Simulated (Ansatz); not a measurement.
# BH₅OSi + NH₃: a complex and its separated parts

The complex below is one end of an elementary step. How strongly is it bound against its free parts?

Computed with Ansatz 0.2.0, Gaussian basis. Level: PBE0-D4/def2-TZVP structures, single points in def2-TZVPP, no counterpoise correction.

Levels: SPW92, PBE-D4, BLYP-D4, r2SCAN-D4, B97M-V, PBE0-D4, B3LYP-D4, r2SCAN0-D4, BHLYP-D4, CAM-B3LYP-D4, wB97X-V, wB97M-V, B2PLYP, PBE-QIDH, RPA on PBE, Hartree-Fock, MP2, CCSD, CCSD(T).

Cores are frozen in the correlated methods. B3LYP uses VWN-RPA correlation. B2PLYP carries no dispersion term here.

94 further runs of the same task are left out: 94 set aside as unsound or not needed.

## (1) Where the work starts

The complex: 12 atoms, charge 0, spin multiplicity 1.

Atoms are counted from 1 here; the program's logs count them from 0.

Bond lengths: B1–N2 1.641 Å, B1–H3 1.219 Å, B1–H4 1.220 Å, B1–O6 1.444 Å, N2–H5 1.016 Å, N2–H8 1.015 Å, N2–H9 1.016 Å, O6–Si7 1.622 Å, Si7–H10 1.488 Å, Si7–H11 1.492 Å, Si7–H12 1.491 Å. Angles: N2–B1–H3 104.6°, N2–B1–H4 104.8°, N2–B1–O6 102.4°, H3–B1–H4 113.0°, H3–B1–O6 115.0°, H4–B1–O6 115.2°, B1–N2–H5 109.4°, B1–N2–H8 111.6°, B1–N2–H9 109.8°, H5–N2–H8 109.0°, H5–N2–H9 108.0°, H8–N2–H9 109.0°, B1–O6–Si7 129.5°, O6–Si7–H10 107.9°, O6–Si7–H11 111.9°, O6–Si7–H12 112.2°, H10–Si7–H11 108.6°, H10–Si7–H12 108.4° and more.

As a file:

```mol
BH8NOSi
  3D, bonds by distance, orders not assigned

 12 11  0  0  0  0  0  0  0  0999 V2000
    0.6048   -0.5550    0.0066 B   0  0
    1.8663    0.4244   -0.3708 N   0  0
    0.9594   -1.1355    1.0188 H   0  0
    0.4883   -1.2987   -0.9537 H   0  0
    2.0132    1.0908    0.3820 H   0  0
   -0.4754    0.3861    0.1887 O   0  0
   -2.0677    0.1134    0.3303 Si  0  0
    2.7201   -0.1045   -0.5144 H   0  0
    1.6548    0.9477   -1.2155 H   0  0
   -2.7518    1.4312    0.4244 H   0  0
   -2.6135   -0.6225   -0.8472 H   0  0
   -2.3984   -0.6776    1.5507 H   0  0
  1  2  8  0
  1  3  8  0
  1  4  8  0
  1  6  8  0
  2  5  8  0
  2  8  8  0
  2  9  8  0
  6  7  8  0
  7 10  8  0
  7 11  8  0
  7 12  8  0
M  END
```

Its parts: BH₅OSi holds atoms 1, 3, 4, 6, 7, 10, 11, 12; NH₃ holds atoms 2, 5, 8, 9. Each part counts its atoms afresh in its own runs.

## (2) Relaxing BH₅OSi alone

relax-a/in.yaml reads:

```yaml
crystal:
  periodic: [false, false, false]
  atoms:
    - {symbol: B, position_ang: [0.604795, -0.555023, 0.006636]}
    - {symbol: H, position_ang: [0.959441, -1.135453, 1.018801]}
    - {symbol: H, position_ang: [0.488343, -1.298733, -0.953651]}
    - {symbol: O, position_ang: [-0.475395, 0.386078, 0.188656]}
    - {symbol: Si, position_ang: [-2.067707, 0.113437, 0.330311]}
    - {symbol: H, position_ang: [-2.751814, 1.431247, 0.424358]}
    - {symbol: H, position_ang: [-2.613541, -0.622513, -0.847222]}
    - {symbol: H, position_ang: [-2.398416, -0.677570, 1.550706]}
basis:
  gaussian: {orbitals: def2-TZVP}
hamiltonian: {xc: pbe0, dispersion: d4}
relax: {f_tol: 0.005, max_steps: 200}
```

Launch:

```
$ ansatz run in.yaml --threads 4 --pin off --events-out ev --progress --plain --max-ram 9574MiB
```

After this run come: Relaxing NH₃ alone; SPW92/def2-TZVPP; PBE-D4/def2-TZVPP; BLYP-D4/def2-TZVPP; r2SCAN-D4/def2-TZVPP; B97M-V/def2-TZVPP; PBE0-D4/def2-TZVPP; B3LYP-D4/def2-TZVPP; r2SCAN0-D4/def2-TZVPP; BHLYP-D4/def2-TZVPP; CAM-B3LYP-D4/def2-TZVPP; wB97X-V/def2-TZVPP; wB97M-V/def2-TZVPP; B2PLYP/def2-TZVPP; PBE-QIDH/def2-TZVPP; RPA on PBE/def2-TZVPP; CCSD(T)/def2-TZVPP; Vibrations of BH₅OSi; Vibrations of NH₃.

Before running it: what results should come out? Wanted: complex less parts, CCSD(T)/def2-TZVPP; with zero-point energy; largest T1 diagnostic.

As calculated:

```
                              quantity      value
complex less parts, CCSD(T)/def2-TZVPP  -0.784 eV
                with zero-point energy  -0.597 eV
                 largest T1 diagnostic      0.013
```

**Reading.** At CCSD(T) the complex lies 0.784 eV below its parts. The functionals run from CAM-B3LYP-D4, off by +0.002 eV, to SPW92, off by -0.488 eV, against CCSD(T). By rung, the mean size of the error is: LDA 0.488, GGA 0.104, meta-GGA 0.052, hybrid 0.083, range-separated hybrid 0.007, double hybrid 0.096 eV. PBE-D4 gives a relative energy 0.090 eV too low, outside chemical accuracy (1 kcal/mol, 0.043 eV). No counterpoise was applied, and triple zeta lacks some correlation, so the CCSD(T) reference has a basis error of its own, and close matches with it are partly luck.
